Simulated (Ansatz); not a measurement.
The same calculation of H₅SbSeSi, SMILES [SiH3][SbH][SeH] as a Python script and as an input file (Ansatz 0.2.0 through its Python package).

`h5sbsesi_energy.py`:
```python
# -*- coding: utf-8 -*-
"""Electronic structure of the H5SbSeSi molecule."""

import ansatz
import numpy as np

geometry = (
    ansatz.Crystal.molecule()
    .atom("Si", [-0.8118, 0.9134, -0.6768])
    .atom("Sb", [1.1148, -0.602, -0.6226])
    .atom("Se", [0.0156, -1.9789, 1.2687])
    .atom("H", [-1.9278, 0.2818, -1.3138])
    .atom("H", [-0.5153, 2.1466, -1.4908])
    .atom("H", [-1.2143, 1.3705, 0.6811])
    .atom("H", [1.9914, 0.44, 0.5259])
    .atom("H", [1.4396, -2.6285, 1.5725])
)

job = geometry.calculation().basis(gaussian="def2-TZVP").functional("B3LYP", dispersion="d4").forces()
done = job.run(threads=1)
summary = done.report

print(f"E = {summary['free_energy_ev']:.6f} eV = {summary['free_energy_ev'] / 27.211386246:.7f} Ha")
print("converged:", summary["converged"], " doubts:", summary["published_state_doubts"] or "none")

symbols = [site.symbol for site in geometry.cartesian_sites]
print("forces (eV/A)")
for symbol, f in zip(symbols, summary["forces_ev_ang"]):
    print(f"  {symbol:2s} {f[0]:9.4f} {f[1]:9.4f} {f[2]:9.4f}")

charges = summary["charge_distribution"]
print("dipole moment", round(4.803205 * float(np.linalg.norm(charges["dipole_moment_e_ang"])), 3), "D")
print("Mulliken:", [(s, round(q, 3)) for s, q in zip(symbols, charges["mulliken_charges_e"])])
```

Running `python h5sbsesi_energy.py` prints:
```text
E = -79851.277923 eV = -2934.4803385 Ha
converged: True  doubts: none
forces (eV/A)
  Si   -0.4939    1.9808    0.3182
  Sb    1.6224   -0.4075    0.3686
  Se    1.7116   -0.9363    0.4945
  H    -0.7626   -0.5686   -0.4039
  H     0.0670   -0.3321    0.1722
  H     0.0191   -0.0969   -0.0869
  H    -0.3795   -0.2981   -0.5585
  H    -1.7841    0.6588   -0.3042
dipole moment 1.252 D
Mulliken: [('Si', 0.057), ('Sb', 0.29), ('Se', -0.302), ('H', -0.039), ('H', -0.045), ('H', -0.03), ('H', -0.035), ('H', 0.103)]
```

`input.yaml`:
```yaml
crystal:
  periodic: [false, false, false]
  atoms:
    - { symbol: Si, position_ang: [-0.8118, 0.9134, -0.6768] }
    - { symbol: Sb, position_ang: [1.1148, -0.602, -0.6226] }
    - { symbol: Se, position_ang: [0.0156, -1.9789, 1.2687] }
    - { symbol: H, position_ang: [-1.9278, 0.2818, -1.3138] }
    - { symbol: H, position_ang: [-0.5153, 2.1466, -1.4908] }
    - { symbol: H, position_ang: [-1.2143, 1.3705, 0.6811] }
    - { symbol: H, position_ang: [1.9914, 0.44, 0.5259] }
    - { symbol: H, position_ang: [1.4396, -2.6285, 1.5725] }
basis:
  gaussian: { orbitals: def2-TZVP }
hamiltonian:
  xc: b3lyp
  dispersion: d4
output:
  forces: true
```

The program run on that file:
```console
$ ansatz run input.yaml --threads 1 --pin off --max-ram 4096MiB --backend cpu --events-out ev --progress --plain --runs-dir out
Engine: ansatz 0.2.0, aarch64-unknown-linux-gnu
Functional definition: B3LYP
  parameter a0 = 0.2
  parameter ax = 0.72
  parameter ac = 0.81
  exchange = (1 - a0 - ax)*slater_x + ax*b88_x + a0*exact_x
  correlation = (1 - ac)*vwn_rpa_c + ac*lyp_c
1326 factors; their error is unknown
mean field evaluation 1: about -79849.4335 eV, gradient 1.7e1 eV
mean field evaluation 2: about -79849.4888 eV, gradient 1.7e1 eV
mean field evaluation 4: about -79850.4064 eV, gradient 1.3e0 eV
mean field evaluation 8: about -79850.8964 eV, gradient 1.7e-1 eV
mean field evaluation 16: about -79850.8964 eV, gradient 5.6e-5 eV
mean field -79850.89643075 eV, -2934.4663189484 hartree, gradient 5.6e-5 eV, S^2 0.000000; 0 other end points of the search recorded, 0 dependent functions left out
the calculation of the forces begins
reference -79850.89670599 eV, -2934.4663290635 hartree; 38, 38 occupied and 127, 127 virtual orbitals, 1326 factors
Total energy: -79851.27792347 eV, -2934.4803385474 hartree
Atom 0 at    -0.811800     0.913400    -0.676800 Å, force    -0.493882     1.980800     0.318153 eV/Å
Atom 1 at     1.114800    -0.602000    -0.622600 Å, force     1.622352    -0.407538     0.368586 eV/Å
Atom 2 at     0.015600    -1.978900     1.268700 Å, force     1.711552    -0.936331     0.494521 eV/Å
Atom 3 at    -1.927800     0.281800    -1.313800 Å, force    -0.762612    -0.568630    -0.403870 eV/Å
Atom 4 at    -0.515300     2.146600    -1.490800 Å, force     0.067042    -0.332111     0.172232 eV/Å
Atom 5 at    -1.214300     1.370500     0.681100 Å, force     0.019147    -0.096932    -0.086928 eV/Å
Atom 6 at     1.991400     0.440000     0.525900 Å, force    -0.379521    -0.298077    -0.558536 eV/Å
Atom 7 at     1.439600    -2.628500     1.572500 Å, force    -1.784078     0.658819    -0.304158 eV/Å
Dipole moment:     0.160712     0.063539    -0.195166 e Å
```

Caveats:
- Total energies depend on the basis set; only differences at equal settings carry meaning.
- The geometry is a force-field or estimated start, not a minimum of this method, and the basis set is short of its limit.
- def2 sets replace the cores of elements past krypton by effective core potentials.
- b3lyp holds the VWN-RPA fit, as in Gaussian; the form of ORCA and Turbomole is b3lyp5.
- Timing: 11 s on 1 thread of Arm Neoverse V1, on a shared host, peak memory 0.49 GiB.
